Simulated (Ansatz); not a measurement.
**CH4FGaSi: up Jacob's ladder to CCSD(T)**

The task here is to estimate one member of a computed series from the others.

Computed with Ansatz 0.2.0, Gaussian basis. Level: functionals in def2-TZVPP, the program's frozen cores in correlated methods.

Plan: LDA (SPW92), PBE-D4, revPBE-D4, BLYP-D4, r2SCAN-D4, B97M-V, PBE0-D4, B3LYP-D4, r2SCANh-D4, r2SCAN0-D4, HSE06-D4, BHLYP-D4, CAM-B3LYP-D4, LC-ωPBE, ωB97X-V, ωB97M-V, B2PLYP, PBE-QIDH; CCSD(T)/def2-SVP; CCSD(T)/def2-TZVPP; MP2/def2-QZVPP; extrapolation to the limit; RPA on PBE.

**The relaxed structure**

All runs share one geometry, relaxed beforehand with PBE0-D4 in a triple-zeta def2 set.

SMILES `F[SiH]1[CH2][GaH]1`, 8 atoms, charge 0, spin multiplicity 1.

Atoms are counted from 1 here; the program's logs count them from 0.

Bond lengths: F1–Si2 1.602 Å, Si2–C3 1.839 Å, Si2–Ga4 2.299 Å, Si2–H5 1.484 Å, C3–Ga4 2.065 Å, C3–H6 1.102 Å, C3–H7 1.089 Å, Ga4–H8 1.556 Å. Angles: F1–Si2–C3 122.8°, F1–Si2–Ga4 134.6°, F1–Si2–H5 107.6°, C3–Si2–Ga4 58.6°, C3–Si2–H5 111.7°, Ga4–Si2–H5 112.7°, Si2–C3–Ga4 71.9°, Si2–C3–H6 114.2°, Si2–C3–H7 124.7°, Ga4–C3–H6 94.1°, Ga4–C3–H7 136.7°, H6–C3–H7 109.3°, Si2–Ga4–C3 49.5°, Si2–Ga4–H8 177.9°, C3–Ga4–H8 132.2°.

The first run:

in.yaml

```yaml
crystal:
  periodic: [false, false, false]
  atoms:
    - {symbol: F, position_ang: [-1.734557, 1.780981, -0.295501]}
    - {symbol: Si, position_ang: [-0.683016, 0.623478, -0.645046]}
    - {symbol: C, position_ang: [0.784545, 0.260562, 0.402310]}
    - {symbol: Ga, position_ang: [-0.281440, -1.491268, 0.162537]}
    - {symbol: H, position_ang: [-0.315009, 0.769986, -2.075661]}
    - {symbol: H, position_ang: [0.592619, 0.322502, 1.485625]}
    - {symbol: H, position_ang: [1.795764, 0.607000, 0.195178]}
    - {symbol: H, position_ang: [-0.066805, -2.930241, 0.714657]}
basis:
  gaussian: {orbitals: def2-TZVPP}
hamiltonian: {xc: lda}
output: {orbitals: {seedname: orbitals}}
```

Command:

```console
$ ansatz run in.yaml --threads 2 --pin off --events-out ev --progress --plain --max-ram 4352MiB
```

Steps of the session up to this table: LDA; PBE-D4 (GGA); revPBE-D4 (GGA); BLYP-D4 (GGA); r2SCAN-D4 (meta-GGA); B97M-V (meta-GGA); PBE0-D4 (hybrid); B3LYP-D4 (hybrid); r2SCANh-D4 (hybrid); r2SCAN0-D4 (hybrid); HSE06-D4 (hybrid); BHLYP-D4 (hybrid); CAM-B3LYP-D4 (range-separated); LC-ωPBE (range-separated); ωB97X-V (range-separated); ωB97M-V (range-separated); B2PLYP (double hybrid); PBE-QIDH (double hybrid).

One table of the session follows, with a row left open; its other results are not shown here.

```
  functional  HOMO (eV)  LUMO (eV)  gap (eV)
 LDA (SPW92)      -5.46      -3.16      2.30
      PBE-D4      -5.32      -2.91      2.41
   revPBE-D4          ?          ?         ?
     BLYP-D4      -5.19      -2.81      2.38
   r2SCAN-D4      -5.52      -2.70      2.82
      B97M-V      -5.53      -2.84      2.69
     PBE0-D4      -6.29      -2.11      4.18
    B3LYP-D4      -6.12      -2.34      3.78
  r2SCANh-D4      -5.88      -2.41      3.46
  r2SCAN0-D4      -6.42      -2.00      4.42
    HSE06-D4      -5.90      -2.48      3.42
    BHLYP-D4      -7.16      -1.31      5.85
CAM-B3LYP-D4      -7.51      -1.15      6.36
     LC-ωPBE      -8.73      -0.01      8.71
     ωB97X-V      -8.43      -0.14      8.29
     ωB97M-V      -8.29      -0.33      7.96
```

Estimate the missing values for revPBE-D4.

As computed: HOMO (eV): -5.26; LUMO (eV): -2.79; gap (eV): 2.47. In the column «HOMO (eV)» it lies between PBE-D4 (-5.32) and BLYP-D4 (-5.19).
